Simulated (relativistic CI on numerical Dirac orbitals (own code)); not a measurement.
**Mn³⁺: resonant inelastic X-ray scattering at the M2,3 edge**

Aim: the energy losses and their intensities at the absorption maxima, by the Kramers-Heisenberg formula, for 6 crystal fields.

Method: Dirac-Coulomb-Breit CI, KLI orbitals optimised for each configuration, model QED (radiative potential, 1s self-energy scaled to tabulated hydrogen-like ionisation energies), valence Slater integrals scaled by 0.8, Kramers-Heisenberg scattering through one core-hole configuration in a parametric crystal field. Code: relativistic CI on numerical Dirac orbitals (own code) version 3.

### Step 1. What is computed

```
ion             : Mn³⁺ (Mn IV)
nuclear charge  : 25
electrons       : 22
configurations  : [Ar] 3d4 → [Ne] 3s2 3p5 3d5
temperature     : 300 K
core-hole width : 0.8 eV
field 1 (cm⁻¹)  : D4h, 10Dq = 29150, Ds = 1660, Dt = 0
field 2 (cm⁻¹)  : D3d, 10Dq = 12600, Dsigma = -790, Dtau = -50
field 3 (cm⁻¹)  : Oh, 10Dq = 22900
field 4 (cm⁻¹)  : Oh, 10Dq = 26650
field 5 (cm⁻¹)  : Oh, 10Dq = 27250
field 6 (cm⁻¹)  : Td, 10Dq = -11150
```

### Step 2. Field 1: D4h, 10Dq = 29150, Ds = 1660, Dt = 0

Input settings:

```ini
atom Mn  Z=25  charge=3  electrons=22
nucleus A=55  rms_radius_fm=3.7057
hamiltonian dirac-coulomb  breit=on  qed=on  c_scale=1
orbitals kli  potential=per-configuration
slater_scale 0.8
correlation none
mixing on
configurations
  [Ar] 3d4
  [Ne] 3s2 3p5 3d5
end
rixs M2,3 T=300 core_hole_width=0.8
crystal_field D4h 10Dq=29150 Ds=1660 Dt=0
```

Launch:

```console
python run_levels.py task.json out
```

task.json lists these runs, among others, and the program works through them in turn.

### Step 3. Field 2: D3d, 10Dq = 12600, Dsigma = -790, Dtau = -50

Settings: those of step 2 with these lines changed.

```diff
@@ -12,2 +12,2 @@
 rixs M2,3 T=300 core_hole_width=0.8
-crystal_field D4h 10Dq=29150 Ds=1660 Dt=0
+crystal_field D3d 10Dq=12600 Dsigma=-790 Dtau=-50
```

### Step 4. Field 3: Oh, 10Dq = 22900

Settings: those of step 3 with these lines changed.

```diff
@@ -12,2 +12,2 @@
 rixs M2,3 T=300 core_hole_width=0.8
-crystal_field D3d 10Dq=12600 Dsigma=-790 Dtau=-50
+crystal_field Oh 10Dq=22900
```

### Step 5. Field 4: Oh, 10Dq = 26650

Settings: those of step 4 with these lines changed.

```diff
@@ -12,2 +12,2 @@
 rixs M2,3 T=300 core_hole_width=0.8
-crystal_field Oh 10Dq=22900
+crystal_field Oh 10Dq=26650
```

### Step 6. Field 5: Oh, 10Dq = 27250

Settings: those of step 5 with these lines changed.

```diff
@@ -12,2 +12,2 @@
 rixs M2,3 T=300 core_hole_width=0.8
-crystal_field Oh 10Dq=26650
+crystal_field Oh 10Dq=27250
```

### Step 7. Field 6: Td, 10Dq = -11150

Settings: those of step 6 with these lines changed.

```diff
@@ -12,2 +12,2 @@
 rixs M2,3 T=300 core_hole_width=0.8
-crystal_field Oh 10Dq=27250
+crystal_field Td 10Dq=-11150
```

(Steps that only read results are left out.)

What does the calculation give? Wanted: incident energies, field 1; share of spin-changing ones, field 1.

As calculated:

| field | S, thermal mean | first incident energy (eV) | lowest loss over 0.08 eV (eV) | strongest such loss there (eV) | its level |
| --- | --- | --- | --- | --- | --- |
| 1: D4h | 1.01 | 59.3 | 0.617 | 3.105 | E, S = 1.0 |
| 2: D3d | 2.00 | 55.5 | 1.327 | 1.329 | E, S = 2.0 |
| 3: Oh | 1.26 | 55.6 | 0.130 | 0.156 | T1, S = 1.8 |
| 4: Oh | 1.01 | 59.0 | 0.556 | 3.052 | T1, S = 1.0 |
| 5: Oh | 1.01 | 59.2 | 0.627 | 3.124 | T1, S = 1.0 |
| 6: Td | 2.00 | 55.2 | 1.222 | 1.408 | -, S = 2.0 |

```
                            quantity                value
          incident energies, field 1  59.3, 61.9, 63.8 eV
strongest loss over 0.08 eV, field 1              3.11 eV
share of spin-changing ones, field 1                  5 %
```

In words: In field 1 the strongest loss over 0.08 eV at the first resonance is 3.11 eV (E, S = 1.0). The ground spin differs between the fields. The first incident energy is the lowest absorption maximum of each field and need not be the same resonance in all. Only the lowest levels kept in the record count, and labels are spin-orbit irreps. Polarisations are summed, and charge-transfer losses are outside the model.
